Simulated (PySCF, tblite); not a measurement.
# C6H9O2P: geometry, infrared bands and NMR shifts

Aim: predict the infrared bands and NMR shifts of C6H9O2P (`CP(CO)c1ccoc1`).

The runs use tblite 0.8.0 and PySCF 2.14.0, with density-fitted response routines of our own; the level of theory stands in each step. All values are computed, except where a source is named. Atoms are numbered from 0 throughout.

## Step 1: Starting geometry

18 atoms, charge 0, multiplicity 1; geometry from: force field or distance geometry start.

Bonds of the start (Å): C0–P1 1.83, P1–C2 1.82, C2–O3 1.42, P1–C4 1.81, C4–C5 1.42, C5–C6 1.38, C6–O7 1.37, O7–C8 1.36, C8–C4 1.37, C0–H9 1.09, C0–H10 1.09, C0–H11 1.11, C2–H12 1.11, C2–H13 1.10, O3–H14 0.98, C5–H15 1.07, C6–H16 1.08, C8–H17 1.08.

## Step 2: Geometry optimisation with GFN2-xTB

Job settings and geometry (Å):

```
{"job": {"kind": "relax", "xc": "GFN2-xTB", "basis": "xTB"}, "charge": 0, "multiplicity": 1}
C     -1.210000     1.587200     1.091900
P     -1.014300    -0.203300     0.784100
C     -1.837000    -0.348600    -0.835100
O     -1.821800    -1.631700    -1.437700
C      0.747000    -0.289900     0.367500
C      1.332500    -0.893300    -0.772800
C      2.695100    -0.698800    -0.641100
O      2.977200    -0.023900     0.513800
C      1.784200     0.208800     1.119200
H     -0.842400     2.187200     0.263500
H     -0.696100     1.894800     2.000500
H     -2.281700     1.826900     1.226600
H     -2.905100    -0.074900    -0.701900
H     -1.417100     0.357900    -1.564100
H     -1.762300    -2.246000    -0.675900
H      0.852500    -1.405500    -1.577900
H      3.552400    -0.971000    -1.234200
H      1.838200     0.730400     2.061900
```

The run is started by

```
$ OMP_NUM_THREADS=1 python probes_run.py task.json out
```

The driver reads the jobs from task.json and runs them one after another.

**Question.** This job is followed by: GFN2-xTB harmonic vibrations, gas phase; GIAO PBE0/pcSseg-1 NMR shielding, non-relativistic, gas phase. What will the session give for the following? strongest single infrared mode (GFN2-xTB); zero-point energy (GFN2-xTB); 13C shifts against TMS (PBE0/pcSseg-1); 1H shifts against TMS (PBE0/pcSseg-1, means over atoms taken as alike); 31P shifts against H3PO4 (PBE0/pcSseg-1); 17O shifts against H2O (PBE0/pcSseg-1); surface potential, 1st and 99th percentile.

The runs gave:

| quantity | value |
| --- | --- |
| strongest single infrared mode (GFN2-xTB) | 1064 cm⁻¹, 117 km/mol |
| zero-point energy (GFN2-xTB) | 86.0 kcal/mol |
| 13C shifts against TMS (PBE0/pcSseg-1) | 148.1, 146.4, 133.6, 118.4, 74.7, 12.1 ppm |
| 1H shifts against TMS (PBE0/pcSseg-1, means over atoms taken as alike) | 7.54, 7.50, 7.33, 4.38, 1.14, 0.41 ppm |
| 31P shifts against H3PO4 (PBE0/pcSseg-1) | -72.8 ppm |
| 17O shifts against H2O (PBE0/pcSseg-1) | 306.9, 36.2 ppm |
| surface potential, 1st and 99th percentile | -1.35 V and 1.83 V |

Over 98 steps the energy fell by 0.207 eV; of the close pairs, P1–C2 changed most, 1.822 to 1.880 Å. No mode is imaginary among the 48: a minimum at this level. The strongest single mode, at 1064 cm⁻¹, is carried by C2, O3, H13. GFN2-xTB is a fitted tight-binding method: band positions and strengths are rough. Its intensities can rank the bands wrongly. At PBE0/pcSseg-1: The largest span, 378 ppm, is at O7, where the paramagnetic term is -369 ppm. NICS(1)zz of -26 ppm above the planar ring from C4 marks a diatropic (aromatic) ring current.
